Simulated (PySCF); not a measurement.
# [CeH3(H2O)]+: other functionals and bases at one geometry

One table from this session's results is given with a row withheld; the runs are named, their logs left out.

Program: PySCF 2.14.0. Level of theory: several levels, as the steps say, no spin–orbit coupling. These are calculated values, not measurements.

1 further run of the same task is left out (for a known fault of the program).

### Where the work starts

7 atoms, charge 1, spin multiplicity 1.

Bond lengths: Ce1–H2 1.919 Å, Ce1–H3 1.918 Å, Ce1–H4 1.919 Å, Ce1–O5 2.421 Å, O5–H6 0.971 Å, O5–H7 0.971 Å. Angles: H2–Ce1–H3 113.2°, H2–Ce1–H4 116.7°, H2–Ce1–O5 105.1°, H3–Ce1–H4 113.2°, H3–Ce1–O5 101.6°, H4–Ce1–O5 105.1°, Ce1–O5–H6 127.2°, Ce1–O5–H7 127.2°, H6–O5–H7 105.6°.

Coordinates:

```
Ce    0.2473   -0.2027    0.2027
H     1.2482    1.0334    1.2767
H    -1.0393   -1.2084    1.2084
H     1.2482   -1.2767   -1.0334
O    -1.1848    1.1775   -1.1775
H    -1.5333    2.0591   -0.9647
H    -1.5333    0.9647   -2.0591
```

Formal oxidation states: Ce +4. An earlier session relaxed this geometry at PBE0, Ce def2-SVP with ECP28, H def2-SVP, O def2-SVP (singlet, point group Cs).

At PBE0 on the finer grid: E = -552.742722 Eh, HOMO -12.53 eV, LUMO -8.60 eV, Mulliken charge on Ce1 +1.22 e, largest force component 0.005 eV/Å. 

Levels to run: PBE; TPSSh; PBE0, TZVP. Hardware: 2 threads of Arm Neoverse V1, shared host.

The first run:

Input file run.py (the lines that set the calculation):

```python
mol = gto.M(atom='''
Ce     0.24735    -0.20272     0.20272
H      1.24816     1.03341     1.27667
H     -1.03925    -1.20843     1.20843
H      1.24816    -1.27667    -1.03341
O     -1.18478     1.17753    -1.17753
H     -1.53328     2.05905    -0.96474
H     -1.53328     0.96474    -2.05905''',
    basis={'Ce': 'def2-SVP', 'H': 'def2-SVP', 'O': 'def2-SVP'},
    ecp={'Ce': 'def2-SVP'},
    charge=1, spin=0)
mf = dft.RKS(mol, xc='PBE')
mf.grids.atom_grid = (75, 302)  # f atoms: unpruned, at least (60, 302)
mf = mf.density_fit()  # fitting sets: Ce def2-universal-JKFIT, H def2-universal-JKFIT, O def2-universal-JKFIT
mf.conv_tol = 1e-08; mf.max_cycle = 55
mf.kernel(dm0)  # dm0: the density of the relaxed state
```

Run with:

```bash
OMP_NUM_THREADS=2 python run.py
```

Steps of the session up to this table: PBE; TPSSh; PBE0, TZVP.

One table of the session follows, with a row left open; its other results are not shown here.

```
              level  HOMO (eV)  gap (eV)  charge on Ce1 (e)  dipole (D)  largest force component (eV/Å)
PBE0 (relaxed here)     -12.53      3.94               1.22        5.21                            0.01
                PBE     -11.20      1.23               1.15        5.14                            0.46
              TPSSh     -11.94      2.49               1.27        5.25                            0.24
         PBE0, TZVP          ?         ?                  ?           ?                               ?
```

Estimate the missing values for PBE0, TZVP.

As computed: HOMO (eV): -12.55; gap (eV): 3.94; charge on Ce1 (e): 1.07; dipole (D): 5.09; largest force component (eV/Å): 0.24. In the column «HOMO (eV)» it is the lowest.

The dipole of a charged species depends on the origin, so these sizes hold for this origin alone.

In one basis the HOMO–LUMO gap runs from 1.23 eV (PBE) to 3.94 eV (PBE0). The largest leftover force, 0.46 eV/Å with PBE, stands at a geometry relaxed at another level. Total energies of different levels can't be compared.
